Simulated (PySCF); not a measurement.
# LiHg+: from the state search to spectroscopic constants

What are the lowest state that PBE0 finds, the bond length, vibrational wavenumber and bond energy of LiHg+, and how much do these hang on the method?

Computed with PySCF 2.14.0. Level: Li def2-TZVP, Hg def2-TZVP with ECP60, scalar-relativistic core potentials.

## (1) Input

The job is set up so:

```json
{
 "atoms": "Li, Hg",
 "charge": "1",
 "basis": "Li def2-TZVP, Hg def2-TZVP with ECP60",
 "Hamiltonian": "scalar-relativistic core potentials",
 "basis functions": "57",
 "electrons treated": "22",
 "masses in u": "7.0160, 201.9706",
 "levels": "PBE0, PBE, r²SCAN, M06-L, M06-2X, r²SCANh, HF, MP2, SCS-MP2, CCSD, CCSD(T)",
 "grid": "80 radial by 434 angular points",
 "occupations": "held fixed by the projection of orbital angular momentum",
 "dissociation limit": "Li+ + Hg, each in its ground configuration",
 "starting distance in angstrom": "2.760",
 "values of 2S to try": "0, 2"
}
```

On the command line:

```bash
$ OMP_NUM_THREADS=1 python dia.py task.json out
```

After this run come: The PBE0 curve of the state that the search chose; Excited determinants; PBE; r²SCAN; M06-L (meta-GGA); M06-2X (hybrid meta-GGA); r²SCANh; RHF (mean field); Correlated methods on the Hartree–Fock reference.

Before running it: what results should come out? Wanted: for each run, Re; ωe; De; μ.

As calculated:

Lowest PBE0 solution found, without spin–orbit coupling: ¹Σ⁺ (singlet), closed shell. State 2 has its PBE0 minimum 4.19 eV higher. The other levels ran on the lowest alone.

| level | Re (Å) | ωe (cm⁻¹) | De (eV) | μ (D) |
| --- | --- | --- | --- | --- |
| RHF | 2.774 | 241.8 | 0.55 | -9.21 |
| RHF-MP2 | 2.677 | 245.6 | 0.449 | n/a |
| RHF-SCS-MP2 | 2.691 | 243.5 | 0.452 | n/a |
| RHF-CCSD | 2.710 | 244.1 | 0.490 | n/a |
| RHF-CCSD(T) | 2.708 | 243.5 | 0.486 | n/a |
| PBE | 2.676 | 257.0 | 0.55 | -9.30 |
| r²SCAN | 2.690 | 250.6 | 0.50 | -9.40 |
| M06-L | 2.776 | 220.0 | 0.499 | -9.82 |
| r²SCANh | 2.689 | 251.7 | 0.51 | -9.35 |
| PBE0 | 2.678 | 259.0 | 0.56 | -9.20 |
| M06-2X | 2.679 | 243.0 | 0.51 | -9.18 |

De is counted to Li+ + Hg in their ground configurations. A positive dipole points from Li to Hg; in an ion it is taken about the centre of mass and does not tell which atom is negative.

Differences from CCSD(T) in the same basis:

| level | Re (mÅ) | ωe (%) |
| --- | --- | --- |
| RHF | +66 | -0.7 |
| RHF-MP2 | -31 | +0.8 |
| RHF-SCS-MP2 | -18 | 0.0 |
| RHF-CCSD | +2 | +0.2 |
| PBE | -33 | +5.5 |
| r²SCAN | -18 | +2.9 |
| M06-L | +68 | -9.6 |
| r²SCANh | -19 | +3.4 |
| PBE0 | -31 | +6.4 |
| M06-2X | -30 | -0.2 |

In words: Judged by CCSD(T) in the same basis: best bond length RHF-CCSD (+2 mÅ), worst M06-L (+68 mÅ); best wavenumber RHF-SCS-MP2 (0.0 %), worst M06-L (-9.6 %). Of the levels with a De here, RHF-MP2 gives the least (0.449 eV) and PBE0 the most (0.56 eV).

Spin–orbit coupling is left out.
